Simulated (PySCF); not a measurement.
# The bond of SeF−, level by level

The task here is to estimate one member of a computed series from the others.

Program: PySCF 2.14.0. Level of theory: Se aug-cc-pVDZ-PP with ECP10, F aug-cc-pVDZ, scalar-relativistic core potentials. These are calculated values, not measurements.

Set-up of the first run:

Settings of the job:

```json
{"atoms": "Se, F", "charge": "-1", "basis": "Se aug-cc-pVDZ-PP with ECP10, F aug-cc-pVDZ", "Hamiltonian": "scalar-relativistic core potentials", "basis functions": "55", "electrons treated": "34", "masses in u": "79.9165, 18.9984", "levels": "PBE0, PBE, r²SCAN, revPBE, B3LYP, LDA, HF, MP2, SCS-MP2, CCSD, CCSD(T)", "grid": "80 radial by 434 angular points", "occupations": "held fixed by the projection of orbital angular momentum", "dissociation limit": "Se + F−, each in its ground configuration", "starting distance in angstrom": "1.830", "values of 2S to try": "0, 2"}
```

Command:

```sh
OMP_NUM_THREADS=1 python dia.py task.json out
```

Among the steps run: Input; First curve: PBE0; Other states along the same grid; PBE (GGA); r²SCAN (meta-GGA); revPBE (GGA); B3LYP; LDA (local density); RHF; Adding correlation.

One table of the session follows, with a row left open; its other results are not shown here.

Energy (eV) from each level's lowest point:

```
R (Å)    RHF  RHF-MP2  RHF-SCS-MP2  RHF-CCSD  RHF-CCSD(T)
1.613  0.798    1.012        1.030       n/a          n/a
1.688  0.313    0.457        0.471     0.449        0.477
1.762  0.070    0.150        0.158     0.146        0.163
1.819  0.000    0.038        0.042     0.036        0.045
1.875  0.001    0.000        0.000     0.000        0.000
1.931      ?        ?            ?         ?            ?
2.006  0.180    0.111        0.100     0.111        0.090
2.100  0.395    0.295        0.276     0.291        0.255
2.212  0.692    0.573        0.546     0.559        0.506
2.362  1.096    0.981        0.943       n/a          n/a
```

Q: Estimate the row for R (Å) = 1.931 from the others.

Worked estimate for «RHF». A straight line through the neighbours (1.875, 0.001) and (2.006, 0.180) gives 0.001 + (0.180 − 0.001) × (1.931 − 1.875) / (2.006 − 1.875) = 0.078; a parabola fitted to 4 rows on both sides gives 0.059.

**Answer.** RHF: 0.053; RHF-MP2: 0.020; RHF-SCS-MP2: 0.015; RHF-CCSD: 0.020; RHF-CCSD(T): 0.012. In «RHF» the line misses by +0.025 and the parabola by +0.006.
